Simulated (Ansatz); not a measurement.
# TiAl: the cost of one run

Program: Ansatz 0.2.0. Level of theory: DFT r2SCAN, scalar-relativistic, plane waves, PAW. These are calculated values, not measurements.

2 further runs of the same task are left out: 2 set aside as unsound or not needed. Runs told in other sessions of the task aren't counted.

**1. The system as given**

It takes space group Pm-3m (No. 221, cubic). Conventional cell: a = 3.171 Å, b = 3.171 Å, c = 3.171 Å, α = 90.00°, β = 90.00°, γ = 90.00°. Ti (site symmetry m-3m) is surrounded by 8 Al at 2.75 Å. Around Al (site symmetry m-3m) lie 8 Ti at 2.75 Å.

As a file:

```
Ti Al
1.0
    -3.17135    3.17135    3.17135
     3.17135   -3.17135    3.17135
     3.17135    3.17135   -3.17135
Ti Al
4 4
Direct
  0.50000 0.00000 0.50000
  0.00000 0.50000 0.50000
  0.00000 0.00000 0.00000
  0.50000 0.50000 0.00000
  0.50000 0.50000 0.50000
  0.00000 0.00000 0.50000
  0.00000 0.50000 0.00000
  0.50000 0.00000 0.00000
```

It goes back to an entry of the Materials Project, which need not be the stable form.

It is built from the cell relaxed beforehand with the same method (15.95 Å³/atom).

**2. The undisturbed cell**

Input file input.yaml:

```yaml
crystal:
  lattice:
    - [-3.1713456452, 3.1713456452, 3.1713456452]
    - [3.1713456452, -3.1713456452, 3.1713456452]
    - [3.1713456452, 3.1713456452, -3.1713456452]
  atoms:
    - { symbol: Ti, position: [0.5, 0.0, 0.5] }
    - { symbol: Ti, position: [0.0, 0.5, 0.5] }
    - { symbol: Ti, position: [0.0, 0.0, 0.0] }
    - { symbol: Ti, position: [0.5, 0.5, 0.0] }
    - { symbol: Al, position: [0.5, 0.5, 0.5] }
    - { symbol: Al, position: [0.0, 0.0, 0.5] }
    - { symbol: Al, position: [0.0, 0.5, 0.0] }
    - { symbol: Al, position: [0.5, 0.0, 0.0] }
basis:
  ecutwfc: 500
kpoints:
  mp_grid: { grid: [14, 14, 14] }
hamiltonian:
  xc: r2scan
scf:
  occupations: { method: gaussian, width: 0.15 }
output:
  forces: true
  stress: true
  eigenvalues: true
  write_density: true
  write_potential: true
  elf: true
  volumetric_format: npy
```

Command:

```console
> ansatz run input.yaml --threads 1 --pin off --max-ram 2560MiB --backend cpu --events-out ev --progress --plain --runs-dir out
```

**Question.** How long does this run take on 1 thread of Intel Xeon Platinum 8488C (Sapphire Rapids), shared host, and how much memory does it need?

About 46 s, with a peak of 1.1 GiB.
